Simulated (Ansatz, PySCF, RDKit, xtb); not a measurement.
# Which structure has the formula HNTeO?

Task: start from the formula HNTeO, draw up candidate structures, narrow them down in stages, and characterise the one that lies lowest at 298.15 K.

Plan: many cheap relaxations first (GFN2-xTB), then density-functional screening, relaxation at PBE0-D3(BJ)/def2-SVP, vibrations and a final energy. The numbers are computed, not measured.

3 further runs of the same task are left out: 3 set aside as unsound or not needed.

**1. Drawing up candidates**

A program enumerates the bonding patterns with one Lewis structure each (two rings at most, one unusual centre or charged pair), with their diastereomers. O–O, O–halogen and N–halogen bonds and N–N–N chains are not drawn. That gives 10 candidates.

| label | SMILES | spin |
| --- | --- | --- |
| c013 | N=[O+][Te-] | singlet |
| c438 | N=[Te]=O | singlet |
| c444 | N#[TeH]=O | singlet |
| c491 | N#[Te]O | singlet |
| c518 | ON=[Te] | singlet |
| c530 | N1=[TeH]O1 | singlet |
| c563 | O=N[TeH] | singlet |
| c883 | O=[NH+][Te-] | singlet |
| c901 | [N-]=[O+][TeH] | singlet |
| c920 | [nH]1o[te]1 | singlet |

Candidates are built by distance geometry, with a force field where one applies, in up to four conformers (letters a to d). 6 starts with atoms placed at random are added, to find patterns that the rules miss.

Q: Predict the outcome of this search (final energies at CCSD(T)/def2-TZVPP).

| quantity | value |
| --- | --- |
| lowest structure found | O=N[TeH], singlet, Cs |
| next finalist | [O][NH][Te] ‡, singlet, 4.5 kcal/mol higher in G |
| share at equilibrium, among the finalists | 100.0 % |
| harmonic wavenumbers, lowest and highest (PBE0-D3(BJ)/def2-SVP) | 239 and 2166 cm⁻¹ |
| rotational constants, same geometry | 2.035, 0.09601, 0.09169 cm⁻¹ |
| dipole moment (PBE0/def2-TZVPD) | 0.04 D |
| HOMO energy (PBE0/def2-TZVPD) | -6.65 eV |
| LUMO energy (PBE0/def2-TZVPD) | -2.97 eV |
| HOMO–LUMO gap (PBE0/def2-TZVPD) | 3.69 eV |
| lowest excitation (TD-B3LYP/def2-SVPD) | 1.59 eV (f = 0.000) |
| strongest of the states computed, same level | 5.49 eV (f = 0.452) |
| lowest triplet excitation, same level, Tamm-Dancoff | 0.95 eV |
| vertical ionisation energy | 8.81 eV |
| vertical electron affinity | 1.24 eV |
| vertical triplet less singlet | +0.86 eV |

`O=N[TeH]` comes out lowest. Among the finalists first place is clear (4.5 kcal/mol); structures outside the list aren't covered. HF/STO-3G and HF/def2-TZVPP already put its bonding pattern lowest among the structures in one piece; GFN2-xTB favours the singlet N=[Te]=O (c370, not a finalist); r2SCAN-D4/def2-SVP, PBE0-D3(BJ)/def2-SVP and MP2/def2-TZVPP favour the singlet [O][NH][Te] ‡. A large T1 diagnostic among the finalists warns that one reference determinant may not suffice. It concerns: the winner; the finalist [O][NH][Te] ‡ (singlet); the finalist ON=[Te] (singlet). Spin-orbit coupling, which matters for elements this heavy, is left out. The search is not exhaustive (a finite list of starts, one conformer a finalist), so a lower isomer can't be ruled out.

‡ marks the bonded skeleton alone, with all bonds drawn single: no Lewis structure was assigned that passes a check against the bond lengths.
